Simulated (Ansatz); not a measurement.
# Al4NiPd3: the cost of one run

Computed with Ansatz 0.2.0 (DFT PBE, scalar-relativistic, plane waves, PAW, unless a step names another level, unless a step's input says otherwise).

## 1. Starting point

It takes space group P4/mmm (No. 123, tetragonal). Conventional cell: a = 4.277 Å, b = 4.277 Å, c = 6.119 Å, α = 90.00°, β = 90.00°, γ = 90.00°. Al (site symmetry 2mm) has 2 Ni at 2.60 Å and 6 Pd at 2.60 to 2.66 Å and 5 Al at 2.95 to 3.02 Å in its first shell of neighbours. Ni (site symmetry 4/mmm) is surrounded by 8 Al at 2.60 Å. Around Pd (site symmetry 4/mmm) lie 8 Al at 2.60 Å. Pd (site symmetry 4/mmm) has 8 Al at 2.66 Å and 6 Pd at 3.02 to 3.06 Å in its first shell of neighbours. Around Pd (site symmetry 4/mmm) lie 8 Al at 2.66 Å and 4 Pd at 3.02 Å and 2 Ni at 3.06 Å.

Structure file:

```
Al Ni Pd
1.0
     4.27674    0.00000    0.00000
     0.00000    4.27674    0.00000
     0.00000    0.00000    6.11941
Al Ni Pd
4 1 3
Direct
  0.50000 0.00000 0.75910
  0.00000 0.50000 0.75910
  0.50000 0.00000 0.24090
  0.00000 0.50000 0.24090
  0.50000 0.50000 0.00000
  0.00000 0.00000 0.00000
  0.00000 0.00000 0.50000
  0.50000 0.50000 0.50000
```

The cell was relaxed beforehand at this level, from a generated guess; it needn't be the stable form of this composition. At a tolerance of 0.05 Å it has space group P4/mmm (No. 123); it has 13.99 Å³/atom, an uncorrected energy of -0.79 eV/atom over the elements and, on its mesh, gap none (metal).

## 2. Elastic constants, atoms relaxed

Input file input.yaml:

```yaml
crystal:
  lattice:
    - [4.2820212022, 0.0, 0.0]
    - [0.0, 4.2820212022, 0.0]
    - [0.0, 0.0, 6.1086903318]
  atoms:
    - { symbol: Al, position: [0.5, 0.0, 0.7588816624] }
    - { symbol: Al, position: [0.0, 0.5, 0.7588816624] }
    - { symbol: Al, position: [0.5, 0.0, 0.2411183376] }
    - { symbol: Al, position: [0.0, 0.5, 0.2411183376] }
    - { symbol: Ni, position: [0.5, 0.5, 0.0] }
    - { symbol: Pd, position: [0.0, 0.0, 0.0] }
    - { symbol: Pd, position: [0.0, 0.0, 0.5] }
    - { symbol: Pd, position: [0.5, 0.5, 0.5] }
basis:
  ecutwfc: 420
kpoints:
  mp_grid: { grid: [10, 10, 6] }
hamiltonian:
  xc: pbe
scf:
  occupations: { method: fermi_dirac, width: 0.15 }
output:
  forces: true
  stress: true
  eigenvalues: true
elastic:
  mode: relaxed_ion
  amplitude: 0.005
  stencil: two_point
```

Launch:

```bash
> ansatz run input.yaml --threads 4 --pin off --max-ram 8192MiB --backend cpu --events-out ev --progress --plain --runs-dir out
```

What time and memory should one allow on 4 threads of AMD EPYC 9R45 (Zen 5), shared host?

About 2.8 min, with a peak of 1.3 GiB.
